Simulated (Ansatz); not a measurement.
ZrBr:

```
CELL_PARAMETERS angstrom
3.45439 0.00000 0.00000
-1.72719 2.99159 0.00000
0.00000 0.00000 9.98886
ATOMIC_POSITIONS crystal
Zr 0.33333 0.66667 0.37652
Zr 0.66667 0.33333 0.62348
Br 0.33333 0.66667 0.81742
Br 0.66667 0.33333 0.18258
```

The cell comes from a database or a generator and needn't be the stable form of this composition.

```yaml
Program: Ansatz 0.2.0
Task: relaxation of cell and atoms
Functional: PBE
Potentials_or_basis: Ansatz PAW
Cutoff: "420 eV (not typed: the program's choice for these potentials)"
k_mesh: 9 × 9 × 3
Occupations: fermi-dirac, width 0.05 eV
Spin: no spin polarisation
```

At the start: volume 25.81 Å³/atom.

Question: Where does the relaxation end?

Answer: It ends after 9 steps and the volume is 27.63 Å³/atom (+7.1 %); space group P-3m1 (No. 164, to 0.05 Å).

The path:
```tsv
step	energy change (eV)	largest force (eV/Å)	volume (Å³)
1	0.0000	0.0386	103.23
2	-0.0009	0.2497	105.31
3	-0.0082	0.0714	106.33
4	-0.0100	0.0632	107.49
5	-0.0109	0.0289	108.93
6	-0.0111	0.0032	109.48
7	-0.0112	0.0032	110.24
8	-0.0112	0.0003	110.51
9	-0.0121	0.0004	110.51
```

Final structure:
```
Zr Br
1.0
     3.45201    0.00000    0.00000
    -1.72601    2.98953    0.00000
     0.00000    0.00000   10.70867
Zr Br
2 2
Direct
  0.33333 0.66667 0.38422
  0.66667 0.33333 0.61578
  0.33333 0.66667 0.79711
  0.66667 0.33333 0.20289
```

Caveat: the plane-wave basis is chosen anew once the cell has moved, so the energies of steps on either side of that aren't comparable; this functional lacks dispersion, which binds the layers, so the pressure and a relaxed spacing across them are unreliable.
